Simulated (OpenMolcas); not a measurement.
# CH3BN2 (SMILES BN=C=N) at PBE0/pcseg-1 (RICD fitting)

Aim: the vertical electron affinity of CH3BN2 at PBE0/pcseg-1 (RICD fitting), from 2 runs. 

Program for the calculation: OpenMolcas 26.06.

6 further runs of the same task are left out: 6 set aside as unsound or not needed.

**1. Starting point**

CH3BN2 has 7 atoms, charge 0, and is taken as a singlet. SMILES: `BN=C=N`. The coordinates come from a GFN2-xTB relaxation.

Bond lengths: B1–N2 1.371 Å, N2–C3 1.195 Å, C3–N4 1.208 Å, B1–H5 1.173 Å, B1–H6 1.172 Å, N4–H7 1.002 Å. Angles: B1–N2–C3 178.6°, N2–C3–N4 168.4°, N2–B1–H5 118.7°, N2–B1–H6 118.6°, C3–N4–H7 126.4°, H5–B1–H6 122.7°.

**2. Energy and gradient at PBE0/pcseg-1 (RICD fitting)**

File test.input:

```
* CH3BN2 Kohn-Sham DFT
>>> EXPORT MOLCAS_PRINT=2

&GATEWAY
 BasLib=$CurrDir
 BasisSet
 B.pcseg-1....
 B1 -0.864510 1.318630 0.089720 angstrom
 End of Basis
 BasisSet
 N.pcseg-1....
 N2 -0.146910 0.151500 0.030050 angstrom
 N4 0.957170 -1.967820 -0.004700 angstrom
 End of Basis
 BasisSet
 C.pcseg-1....
 C3 0.500540 -0.850270 -0.035040 angstrom
 End of Basis
 BasisSet
 H.pcseg-1....
 H5 -0.361120 2.308300 -0.287440 angstrom
 H6 -1.955630 1.285070 0.515400 angstrom
 H7 1.870470 -2.245420 -0.307990 angstrom
 End of Basis
 RICD

&SEWARD

&SCF
 KSDFT=PBE0
 PrOrbitals=1 2

&ALASKA
```

The basis set pcseg-1 is read from a file made from the Basis Set Exchange's data (not shown).

Command:

```console
$ export MOLCAS_MEM=1860
$ pymolcas test.input > test.log
```

Log, cut to the lines that bear on the results:

```text
--- Start Module: gateway ---
[...]
--- Stop Module: gateway /rc=_RC_ALL_IS_WELL_ ---
[...]
      Basis functions           71
[...]
--- Start Module: scf ---
[...]
       Convergence after  13 Iterations
[...]
::    Total KS-DFT energy                            -174.0094505516
[...]
      Total spin, S                                     0.0000000000
[...]
      Total electronic charge=   28.000000
      Total            charge=   -0.000000
[...]
      Dipole Moment (debye):
      Origin of the operator (angstrom)=    0.1367   -0.3657    0.0156
                   X=  1.7383E+00               Y= -2.5671E-01               Z= -6.2747E-01           Total=  1.8658E+00
      Quadrupole Moment (debye*angstrom):
[...]
--- Stop Module: scf /rc=_RC_ALL_IS_WELL_ ---
[...]
--- Start Module: alaska ---
[...]
 *              Molecular gradients               *
 **************************************************
  Irreducible representation: a
 ------------------------------------------------------------------------------------------
                              X                       Y                       Z
 ------------------------------------------------------------------------------------------
  B1               -9.99893024077103E-04   -2.00395928799324E-03    7.70536100885899E-04
  N2               -2.41638382318499E-03   -7.88442427044345E-04    1.07238673165205E-03
  N4               -1.36446234375853E-03    2.10923490305071E-02   -3.33707074694534E-03
  C3                4.35507769005516E-03   -2.56596424625113E-03   -1.22390236223446E-03
  H5               -5.21342277160164E-03   -1.35987243542184E-02    4.53294737885557E-03
  H6                1.43598913219680E-02   -4.25702654170634E-04   -5.47271606325339E-03
  H7               -8.72080704943112E-03   -1.70955606090284E-03    3.65781896104367E-03
 ------------------------------------------------------------------------------------------
--- Stop Module: alaska /rc=_RC_ALL_IS_WELL_ ---
[...]
```

Wall time 7.2 s (1 thread of Arm Neoverse V1, shared host); peak memory 0.24 GiB.

**3. The doublet anion, same level**

File test.inp:

```
&GATEWAY
  BASLIB=$CurrDir
  BASISSET
  B.pcseg-1....
  B1 -0.864510 1.318630 0.089720 angstrom
  End of Basis
  BASISSET
  N.pcseg-1....
  N2 -0.146910 0.151500 0.030050 angstrom
  N4 0.957170 -1.967820 -0.004700 angstrom
  End of Basis
  BASISSET
  C.pcseg-1....
  C3 0.500540 -0.850270 -0.035040 angstrom
  End of Basis
  BASISSET
  H.pcseg-1....
  H5 -0.361120 2.308300 -0.287440 angstrom
  H6 -1.955630 1.285070 0.515400 angstrom
  H7 1.870470 -2.245420 -0.307990 angstrom
  End of Basis
  RICD

&SEWARD

&SCF
  UHF
  CHARGE=-1
  SPIN=2
  KSDFT=PBE0
  PRORBITALS=1 2

&ALASKA
```

The basis set pcseg-1 is read from a file made from the Basis Set Exchange's data (not shown).

Command:

```console
$ export MOLCAS_MEM=1860
$ pymolcas test.inp > test.log
```

Log, cut to the lines that bear on the results:

```text
--- Start Module: gateway ---
[...]
--- Stop Module: gateway /rc=_RC_ALL_IS_WELL_ ---
[...]
      Basis functions           71
[...]
--- Start Module: scf ---
[...]
       Convergence after  20 Iterations
[...]
::    Total KS-DFT energy                            -173.9862081540
[...]
      Total spin, S                                     0.5037623880
[...]
      Total electronic charge=   29.000000
      Total            charge=   -1.000000
[...]
      Dipole Moment (debye):
      Origin of the operator (angstrom)=    0.1367   -0.3657    0.0156
                   X=  4.0559E+00               Y= -4.2117E+00               Z= -7.8828E-01           Total=  5.9000E+00
      Center of Charge (angstrom)
[...]
--- Stop Module: scf /rc=_RC_ALL_IS_WELL_ ---
[...]
--- Start Module: alaska ---
[...]
 *              Molecular gradients               *
 **************************************************
  Irreducible representation: a
 ------------------------------------------------------------------------------------------
                              X                       Y                       Z
 ------------------------------------------------------------------------------------------
  B1                1.80569183837602E-02   -3.25381336549846E-02   -9.41934984170445E-04
  N2               -3.89718656740881E-02    5.48470078520786E-02    4.87520938193009E-03
  N4               -3.20953800103863E-02    9.41812809473923E-02   -5.16300691387062E-03
  C3                4.43849300704624E-02   -8.85154540607556E-02   -7.07349232813570E-04
  H5               -8.32980961332985E-03   -2.11908036132149E-02    7.10764308398970E-03
  H6                2.22046211009861E-02   -9.25617915720711E-04   -8.34684198142177E-03
  H7               -5.24941425738312E-03   -5.85827955466711E-03    3.17628064635356E-03
 ------------------------------------------------------------------------------------------
--- Stop Module: alaska /rc=_RC_ALL_IS_WELL_ ---
[...]
```

Wall time 14 s (1 thread of Arm Neoverse V1, shared host); peak memory 0.24 GiB.

**4. Outcome**

Level: PBE0/pcseg-1 (RICD fitting).

```
                                         quantity          value
                     singlet CH3BN2: total energy  -174.00945 Eh
                    singlet CH3BN2: dipole moment         1.87 D
                      singlet CH3BN2: HOMO energy       -7.78 eV
                      singlet CH3BN2: LUMO energy       -1.30 eV
                    singlet CH3BN2: HOMO–LUMO gap        6.48 eV
         singlet CH3BN2: largest force on an atom     1.100 eV/Å
                      doublet anion: total energy  -173.98621 Eh
doublet anion: HOMO energy (highest over α and β)        2.63 eV
 doublet anion: LUMO energy (lowest over α and β)        5.64 eV
                              doublet anion: ⟨S²⟩          0.758
          doublet anion: largest force on an atom     5.123 eV/Å
vertical electron affinity (to the doublet anion)      -0.632 eV
```

In words: The anion lies 0.63 eV (14.6 kcal/mol) above the neutral: the electron isn't bound at this level, and such a value depends on the basis. Without diffuse functions anions come out too high. The largest force (singlet CH3BN2) is 1.10 eV/Å: the shape isn't a stationary point for this species at this level. Mulliken charges (singlet CH3BN2) run from -0.39 on N4 to +0.46 on C3; they depend strongly on the basis. Mulliken charges (doublet anion) run from -0.54 on N4 to +0.30 on C3; they depend strongly on the basis. The HOMO (doublet anion) lies at positive energy, 2.63 eV; only total energies tell whether the electron is bound.
